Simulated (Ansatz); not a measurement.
**N: an axial (c/a) deformation path**

Aim: for N, look for other minima along an axial (c/a) path.

Method: DFT LDA, scalar-relativistic, plane waves, PAW, in Ansatz 0.2.0.

## Step 1: The system as given

The structure is hexagonal, space group P6_3/mmc (No. 194). The conventional cell has a = 3.629 Å, b = 3.629 Å, c = 5.890 Å, α = 90.00°, β = 90.00°, γ = 120.00°. N (site symmetry -6m2) has 12 N at 3.61 to 3.63 Å in its first shell of neighbours.

As a file:

```
CELL_PARAMETERS angstrom
3.62900 0.00000 0.00000
-1.81450 3.14281 0.00000
0.00000 0.00000 5.89000
ATOMIC_POSITIONS crystal
N 0.33333 0.66667 0.25000
N 0.66667 0.33333 0.75000
```

The cell is taken as given, not relaxed at this level.

## Step 2: The reference: the undisturbed cell on the scan's mesh

input.yaml

```yaml
crystal:
  lattice:
    - [3.6290016496, 0.0, 0.0]
    - [-1.8145008248, 3.142807619, 0.0]
    - [0.0, 0.0, 5.89]
  atoms:
    - { symbol: "N", position: [0.3333333333, 0.6666666667, 0.25], spin: 3.18 }
    - { symbol: "N", position: [0.6666666667, 0.3333333333, 0.75], spin: 3.18 }
basis:
  ecutwfc: 420
kpoints:
  mp_grid: { grid: [12, 12, 6] }
hamiltonian:
  xc: lda
scf:
  occupations: { method: gaussian, width: 0.05 }
output:
  forces: true
  stress: true
  eigenvalues: true
  populations: true
  write_density: true
  write_potential: true
  elf: true
  volumetric_format: npy
magnetization:
  spin_polarized: true
```

Launch:

```sh
$ ansatz run input.yaml --threads 1 --pin off --max-ram 2560MiB --backend cpu --events-out ev --progress --plain --runs-dir out
```

## Step 3: Setting up an axial (c/a) deformation path

At fixed volume and fractional coordinates, lengths along (0.000, 0.000, 1.000) are scaled against those across it; ρ is that ratio over its starting value.

## Step 4: At ρ = 0.850

Changes to input.yaml since step 2:

```diff
@@ -2,5 +2,5 @@
   lattice:
-    - [3.6290016496, 0.0, 0.0]
-    - [-1.8145008248, 3.142807619, 0.0]
-    - [0.0, 0.0, 5.89]
+    - [3.8310179812, 0.0, 0.0]
+    - [-1.9155089906, 3.317758894, 0.0]
+    - [0.0, 0.0, 5.2851977966]
   atoms:
@@ -21,6 +21,2 @@
   populations: true
-  write_density: true
-  write_potential: true
-  elf: true
-  volumetric_format: npy
 magnetization:
```

## Step 5: At ρ = 1.200

Changes to input.yaml since step 4:

```diff
@@ -2,5 +2,5 @@
   lattice:
-    - [3.8310179812, 0.0, 0.0]
-    - [-1.9155089906, 3.317758894, 0.0]
-    - [0.0, 0.0, 5.2851977966]
+    - [3.4150213012, 0.0, 0.0]
+    - [-1.7075106506, 2.9574952013, 0.0]
+    - [0.0, 0.0, 6.6512426521]
   atoms:
```

## Step 6: At ρ = 0.920

Changes to input.yaml since step 5:

```diff
@@ -2,5 +2,5 @@
   lattice:
-    - [3.4150213012, 0.0, 0.0]
-    - [-1.7075106506, 2.9574952013, 0.0]
-    - [0.0, 0.0, 6.6512426521]
+    - [3.7312804258, 0.0, 0.0]
+    - [-1.8656402129, 3.2313836374, 0.0]
+    - [0.0, 0.0, 5.5715219566]
   atoms:
@@ -21,2 +21,6 @@
   populations: true
+  write_density: true
+  write_potential: true
+  elf: true
+  volumetric_format: npy
 magnetization:
```

## Step 7: ρ = 1.100

Changes to input.yaml since step 6:

```diff
@@ -2,5 +2,5 @@
   lattice:
-    - [3.7312804258, 0.0, 0.0]
-    - [-1.8656402129, 3.2313836374, 0.0]
-    - [0.0, 0.0, 5.5715219566]
+    - [3.5155202501, 0.0, 0.0]
+    - [-1.757760125, 3.0445298441, 0.0]
+    - [0.0, 0.0, 6.2763971746]
   atoms:
@@ -21,6 +21,2 @@
   populations: true
-  write_density: true
-  write_potential: true
-  elf: true
-  volumetric_format: npy
 magnetization:
```

## Step 8: At ρ = 0.960

Changes to input.yaml since step 7:

```diff
@@ -2,5 +2,5 @@
   lattice:
-    - [3.5155202501, 0.0, 0.0]
-    - [-1.757760125, 3.0445298441, 0.0]
-    - [0.0, 0.0, 6.2763971746]
+    - [3.6787201792, 0.0, 0.0]
+    - [-1.8393600896, 3.1858651286, 0.0]
+    - [0.0, 0.0, 5.7318671606]
   atoms:
```

## Step 9: At ρ = 1.050

Changes to input.yaml since step 8:

```diff
@@ -2,5 +2,5 @@
   lattice:
-    - [3.6787201792, 0.0, 0.0]
-    - [-1.8393600896, 3.1858651286, 0.0]
-    - [0.0, 0.0, 5.7318671606]
+    - [3.5704591278, 0.0, 0.0]
+    - [-1.7852295639, 3.0921083078, 0.0]
+    - [0.0, 0.0, 6.0847325539]
   atoms:
@@ -21,2 +21,6 @@
   populations: true
+  write_density: true
+  write_potential: true
+  elf: true
+  volumetric_format: npy
 magnetization:
```

## Step 10: ρ = 0.800

Changes to input.yaml since step 9:

```diff
@@ -2,5 +2,5 @@
   lattice:
-    - [3.5704591278, 0.0, 0.0]
-    - [-1.7852295639, 3.0921083078, 0.0]
-    - [0.0, 0.0, 6.0847325539]
+    - [3.9092235221, 0.0, 0.0]
+    - [-1.954611761, 3.3854868792, 0.0]
+    - [0.0, 0.0, 5.0758481297]
   atoms:
@@ -21,6 +21,2 @@
   populations: true
-  write_density: true
-  write_potential: true
-  elf: true
-  volumetric_format: npy
 magnetization:
```

## Step 11: ρ = 1.300

Changes to input.yaml since step 10:

```diff
@@ -2,5 +2,5 @@
   lattice:
-    - [3.9092235221, 0.0, 0.0]
-    - [-1.954611761, 3.3854868792, 0.0]
-    - [0.0, 0.0, 5.0758481297]
+    - [3.3251102385, 0.0, 0.0]
+    - [-1.6625551192, 2.8796299369, 0.0]
+    - [0.0, 0.0, 7.0158053244]
   atoms:
```

(Steps that only read results are left out.)

**Question.** What will these runs give? Wanted: highest point.

The runs gave:

| quantity | value |
| --- | --- |
| highest point | 6.4 meV/atom at ρ = 1.300 |

In words: The undisturbed cell stays the lowest of the sampled points. No further minimum shows among the sampled points. The gap on the mesh stays between 1.97 and 2.24 eV.
